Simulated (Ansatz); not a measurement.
The system is MnPt2.

```
Pt Mn
1.0
     2.85840    0.00000    0.00000
    -1.42920    2.47545    0.00000
     0.00000    0.00000    6.53250
Pt Mn
2 1
Direct
  0.66667 0.33333 0.31621
  0.33333 0.66667 0.68379
  0.00000 0.00000 0.00000
```

The cell comes from a database or a generator and needn't be the stable form of this composition.

- Program: Ansatz 0.2.0
- Task: relaxation of cell and atoms
- Functional: PBEsol
- Potentials or basis: Ansatz PAW
- Cutoff: 420 eV (not typed: the program's choice for these potentials)
- k mesh: 11 × 11 × 4
- Occupations: fermi-dirac, width 0.05 eV
- Spin: collinear spin, ferromagnetic start
- Starting moments: [0.0, 0.0, 4.0] μB

At the start: volume 15.41 Å³/atom.

**Question.** How do energy, volume and symmetry change on relaxing?

**Answer.** It ends after 6 steps and the volume is 14.54 Å³/atom (-5.7 %); space group P-3m1 (No. 164, to 0.05 Å); moment 4.14 μB per cell.

Step by step:
```tsv
step	energy change (eV)	largest force (eV/Å)	volume (Å³)
1	0.0000	0.0257	46.22
2	-0.0865	0.0426	43.94
3	-0.0891	0.0173	43.53
4	-0.0892	0.0029	43.59
5	-0.0892	0.0003	43.61
6	-0.0882	0.0003	43.61
```

Final structure:
```cif
data_structure
_symmetry_space_group_name_H-M 'P 1'
_symmetry_Int_Tables_number 1
_cell_length_a 2.7736
_cell_length_b 2.7736
_cell_length_c 6.5455
_cell_angle_alpha 90.000
_cell_angle_beta 90.000
_cell_angle_gamma 120.000
_cell_volume 43.61
loop_
_atom_site_label
_atom_site_type_symbol
_atom_site_fract_x
_atom_site_fract_y
_atom_site_fract_z
_atom_site_occupancy
Pt1 Pt 0.66667 0.33333 0.31756 1
Pt2 Pt 0.33333 0.66667 0.68244 1
Mn1 Mn 0.00000 0.00000 0.00000 1
```

Caveat: the plane-wave basis is chosen anew once the cell has moved, so the energies of steps on either side of that aren't comparable; the PAW data sets come from PBE, with cores solved anew for the run's functional, which leaves a small shift of forces and pressure.
